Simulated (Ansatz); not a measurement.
# C3H9FMoO4: small, medium and large basis sets

An exercise on one series of results from a longer session: the logs are not shown, and one member is left open.

Method: one geometry, several basis sets; program: Ansatz 0.2.0, Gaussian basis.

The runs, in order: PBE0-D4/def2-SVP; ωB97M-V/def2-SVP; PBE0-D4/def2-QZVPP; ωB97M-V/def2-QZVPP; the functionals' def2-TZVPP values are taken from earlier runs.

## The relaxed structure

An earlier PBE0-D4 in a triple-zeta def2 set relaxation fixed the geometry. Mo takes the def2 core potential; no spin-orbit term is included.

SMILES `C[O][Mo](=[O])([F])([O]C)[O]C`, 18 atoms, charge 0, spin multiplicity 1.

Atoms are counted from 1 here; the program's logs count them from 0.

Bond lengths: C1–O2 1.393 Å, C1–H10 1.095 Å, C1–H11 1.097 Å, C1–H12 1.093 Å, O2–Mo3 1.851 Å, Mo3–O4 1.662 Å, Mo3–F5 1.900 Å, Mo3–O6 1.856 Å, Mo3–O8 1.879 Å, O6–C7 1.396 Å, C7–H13 1.094 Å, C7–H14 1.094 Å, C7–H15 1.095 Å, O8–C9 1.398 Å, C9–H16 1.094 Å, C9–H17 1.093 Å, C9–H18 1.094 Å. Angles: O2–C1–H10 110.7°, O2–C1–H11 109.1°, O2–C1–H12 109.2°, H10–C1–H11 109.2°, H10–C1–H12 109.1°, H11–C1–H12 109.5°, C1–O2–Mo3 136.6°, O2–Mo3–O4 105.2°, O2–Mo3–F5 151.4°, O2–Mo3–O6 93.9°, O2–Mo3–O8 86.4°, O4–Mo3–F5 103.1°, O4–Mo3–O6 105.5°, O4–Mo3–O8 106.7°, F5–Mo3–O6 82.5°, F5–Mo3–O8 81.6°, O6–Mo3–O8 146.5°, Mo3–O6–C7 138.5° and more.

Set-up of the first run:

Input file in.yaml:

```yaml
crystal:
  periodic: [false, false, false]
  atoms:
    - {symbol: C, position_ang: [1.647877, -2.054020, -0.578198]}
    - {symbol: O, position_ang: [0.637174, -1.283682, -1.149766]}
    - {symbol: Mo, position_ang: [-0.620281, -0.062451, -0.556537]}
    - {symbol: O, position_ang: [-2.022895, -0.460119, -1.355063]}
    - {symbol: F, position_ang: [-1.167484, 1.337137, 0.606460]}
    - {symbol: O, position_ang: [0.113553, 1.348392, -1.514133]}
    - {symbol: C, position_ang: [0.178875, 2.740519, -1.439707]}
    - {symbol: O, position_ang: [-0.624966, -1.028710, 1.054608]}
    - {symbol: C, position_ang: [-1.043315, -0.805979, 2.369542]}
    - {symbol: H, position_ang: [2.581755, -1.485613, -0.518662]}
    - {symbol: H, position_ang: [1.343624, -2.354318, 0.432252]}
    - {symbol: H, position_ang: [1.810249, -2.944116, -1.190683]}
    - {symbol: H, position_ang: [1.224798, 3.060341, -1.427177]}
    - {symbol: H, position_ang: [-0.318465, 3.173609, -2.312093]}
    - {symbol: H, position_ang: [-0.316906, 3.089542, -0.528264]}
    - {symbol: H, position_ang: [-0.228948, -1.048237, 3.058719]}
    - {symbol: H, position_ang: [-1.332567, 0.239143, 2.509596]}
    - {symbol: H, position_ang: [-1.899578, -1.450140, 2.590905]}
basis:
  gaussian: {orbitals: def2-SVP}
hamiltonian: {xc: pbe0, dispersion: d4}
output: {orbitals: {seedname: orbitals}}
```

The run is started by

```console
$ ansatz run in.yaml --threads 4 --pin off --events-out ev --progress --plain --max-ram 46080MiB --backend cpu
```

Steps of the session up to this table: PBE0-D4 in def2-SVP; ωB97M-V in def2-SVP; PBE0-D4 in def2-QZVPP; ωB97M-V in def2-QZVPP.

One table of the session follows, with a row left open; its other results are not shown here.

It belongs to the step «Density functionals: the series». 

| functional | basis | HOMO (eV) | LUMO (eV) |
| --- | --- | --- | --- |
| PBE0-D4 | def2-SVP | -8.33 | -2.83 |
| PBE0-D4 | def2-TZVPP | -8.38 | -2.82 |
| PBE0-D4 | def2-QZVPP | ? | ? |
| ωB97M-V | def2-SVP | -10.67 | -0.79 |
| ωB97M-V | def2-TZVPP | -10.72 | -0.77 |
| ωB97M-V | def2-QZVPP | -10.74 | -0.78 |

Estimate the missing values for PBE0-D4, def2-QZVPP.

**Answer.** HOMO (eV): -8.39; LUMO (eV): -2.82. In the column «HOMO (eV)» it lies between ωB97M-V, def2-SVP (-10.67) and PBE0-D4, def2-TZVPP (-8.38).
